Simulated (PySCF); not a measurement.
# C3H3Cl3Sn: the cost of one run

Computed with PySCF 2.14.0 and routines of our own; the level stands in each step. Atoms count from 0.

## 1. The starting structure

10 atoms, charge 0, multiplicity 1; geometry from: GFN2-xTB.

## 2. Relaxing the molecule at PBE0-D3(BJ)/def2-SVP

Job settings and geometry (Å):

```
{"job": {"xc": "PBE0", "basis": "def2-SVP", "d3": "d3bj", "grid": 1, "maxiter": 30, "shake": 0.01, "kind": "geom"}, "charge": 0, "multiplicity": 1}
C     -2.221910     0.675680    -0.346470
C     -1.213060     0.403920     0.383430
C     -0.167350     0.102180     1.016190
Sn     1.716660    -0.545350    -0.131380
Cl     3.551530    -0.763110     1.272260
Cl     1.418420    -2.619330    -1.199460
Cl     2.300710     0.953850    -1.827390
H     -2.404750     1.713050    -0.696330
H     -2.983540    -0.036490    -0.578830
H      0.053740     0.094680     2.086900
```

Launch:

```bash
> OMP_NUM_THREADS=1 python heavy_run.py task.json out
```

This one command runs all jobs of the session in turn.

**Question.** How long does this first job take on 1 thread of Intel Xeon Platinum 8488C, shared host, and how much memory does it need?

About 99 s, with a peak of 0.58 GiB.
